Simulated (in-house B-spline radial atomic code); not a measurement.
**Zn²³⁺: ionisation energy by several methods**

How far do functionals differ on the ionisation energy of Zn²³⁺? Each run solves Zn²³⁺ and then the next ion ([He] 2s2 2p2).

The numbers are computed with in-house B-spline radial atomic code version 1 (Dirac-Coulomb, several functionals; spherical all-electron atom at the radial basis limit), except any that are marked as measured or tabulated.

### Step 1. Starting point

* element: zinc (Z = 30)
* charge: +23
* electrons: 7
* configuration: [He] 2s2 2p3
* nucleus: Fermi, rms radius 3.928 fm

Outer shells as boxes (Hund's rule):

[He] 2s2 2p3
```
[He] core
2s [↑↓]
2p [↑ ][↑ ][↑ ]
```

The boxes only draw the filling; these runs are spin-restricted and spherical.

### Step 2. PBEsol

Settings, as recorded:

```ini
Z = 30
electrons = 7.0
configuration = [He] 2s2 2p3
hamiltonian = dirac
method = pbesol
spin_polarised = False
nucleus = fermi
rms_radius = 3.9283
mass_number = 64
atomic_mass = 63.929141776
speed_of_light = 137.035999084
```

Command:

```sh
> python run_scf.py task.json out
```

The settings of every run stand in task.json; they run in order.

### Step 3. PBE

Settings: those of step 2 with these lines changed.

```diff
@@ -4,3 +4,3 @@
 hamiltonian = dirac
-method = pbesol
+method = pbe,pbe
 spin_polarised = False
```

### Step 4. LDA (VWN5)

Settings: those of step 3 with these lines changed.

```diff
@@ -4,3 +4,3 @@
 hamiltonian = dirac
-method = pbe,pbe
+method = lda,vwn
 spin_polarised = False
```

The tabulated ionisation energy is 2214 ± 8 eV (semi-empirical; NIST Atomic Spectra Database). What does each method give, and which comes nearest?

**Answer**, as computed:

| method | rung | total energy (hartree) | ΔSCF (eV) | with Breit, QED, recoil (eV) | −ε highest (eV) | corrected ΔSCF less tabulated (eV) |
| --- | --- | --- | --- | --- | --- | --- |
| LDA (VWN5) | LDA | -1348.1194 | 2218.32 | 2217.10 | 2147.20 (2p3/2) | +3.10 |
| PBEsol | GGA | -1349.5964 | 2218.53 | 2217.31 | 2147.45 (2p3/2) | +3.31 |
| PBE | GGA | -1350.7660 | 2219.70 | 2218.48 | 2148.55 (2p3/2) | +4.48 |

**Reading.** The tabulated ionisation energy is 2214 ± 8 eV (semi-empirical; NIST Atomic Spectra Database). LDA (VWN5) comes nearest (+3.10 eV) and PBE is farthest (+4.48 eV, 0.20 %). The table's own uncertainty is as large as these misses, so the order means little. All methods miss on the same side by much the same amount, which points to something that they share. Open shells are averaged (over orientations, and over spins where the run is restricted), while tables refer to the lowest levels. For the semilocal functionals minus the highest level recovers only 97 % of their own ΔSCF value, a mark of self-interaction.

Members of this set that are not shown: 1 used exact exchange with fractional occupations of an open shell, which is unsound here.
